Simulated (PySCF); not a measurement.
**Sulfur: the same states on changed settings**

One table from this session's results is given with a row withheld; the runs are named, their logs left out.

Method: unrestricted determinants in a Gaussian basis, no spin-orbit coupling in the energies. Code: PySCF 2.14.0.

### Starting point

```
Element                                   : sulfur (Z = 16)
Basis                                     : x2c-SVPall
Hamiltonian                               : scalar relativity by spin-free X2C-1e
State 1                                   : S: [Ne] 3s2 3p4, high-spin 3P determinant
State 2                                   : S⁺: [Ne] 3s2 3p3, high-spin 4S determinant
Methods                                   : MP2, CCSD(T)
Core shells frozen in the correlated runs : all electrons: nothing (for S)
```

Outer shells as boxes (Hund's rule):

S [Ne] 3s2 3p4
```
[Ne] core
3s [↑↓]
3p [↑↓][↑ ][↑ ]
```

S+ [Ne] 3s2 3p3
```
[Ne] core
3s [↑↓]
3p [↑ ][↑ ][↑ ]
```

The sound run (x2c-SVPall, the spin-free X2C one-electron Hamiltonian (Gaussian nucleus), symmetry-adapted start, fine grid, valence correlation) gave:

| species | method | energy (hartree) |
| --- | --- | --- |
| S | UHF | -398.43483 |
| S | LDA | -397.64927 |
| S | r2SCAN | -399.02428 |
| S | MP2 (valence) | -398.51699 |
| S | CCSD(T) (valence) | -398.53640 |
| S⁺ | UHF | -398.09772 |
| S⁺ | LDA | -397.26633 |
| S⁺ | r2SCAN | -398.64493 |
| S⁺ | MP2 (valence) | -398.16608 |
| S⁺ | CCSD(T) (valence) | -398.18532 |

One driver process ran all states and methods and kept the integrals in memory. Each run is shown as a PySCF script that sums up its settings (the driver passes frozen orbitals as a list and adds second-order terms of double hybrids); the logs are those of the runs themselves. The driver starts from symmetry-adapted Hartree-Fock orbitals, holds the occupation by maximum overlap and uses a logarithmic radial grid for functionals, so a plain start would take other cycles.

The first run:

It was started by

```
$ OMP_NUM_THREADS=1 python atomrun2.py TASK.json OUT
```

input.py

```python
from pyscf import gto, scf, dft, mp, cc
import basis_set_exchange as bse
mol = gto.M(atom="S 0 0 0", charge=0, spin=2, symmetry="D2h",
            basis=gto.basis.parse(bse.get_basis("x2c-SVPall", elements=["S"], fmt="nwchem", header=False)),
            nucmod="G")
mf = scf.UHF(mol).sfx2c1e()
mf.irrep_nelec = {'Ag': (3, 3), 'B1u': (2, 1), 'B2u': (2, 2), 'B3u': (2, 1)}
mf.kernel()
mp.UMP2(mf, frozen=0).kernel()
```

input.py

```python
from pyscf import gto, scf, dft, mp, cc
import basis_set_exchange as bse
mol = gto.M(atom="S 0 0 0", charge=0, spin=2, symmetry="D2h",
            basis=gto.basis.parse(bse.get_basis("x2c-SVPall", elements=["S"], fmt="nwchem", header=False)),
            nucmod="G")
mf = scf.UHF(mol).sfx2c1e()
mf.irrep_nelec = {'Ag': (3, 3), 'B1u': (2, 1), 'B2u': (2, 2), 'B3u': (2, 1)}
mf.kernel()
mycc = cc.CCSD(mf, frozen=0).run()
mycc.ccsd_t()
```

Steps of the session up to this table: Changed run, S; Changed run, S⁺.

One of the session's tables, all rows but one given; the rest of the session is left out.

Ionisation energy of S:

| method | sound run (eV) |
| --- | --- |
| UHF | 9.173 |
| MP2 | 9.549 |
| SCS-MP2 | 9.589 |
| CCSD | 9.549 |
| CCSD(T) | ? |

**Question.** Estimate the row for CCSD(T).

**Answer.** sound run (eV): 9.553. In the column «sound run (eV)» it lies between CCSD (9.549) and SCS-MP2 (9.589).
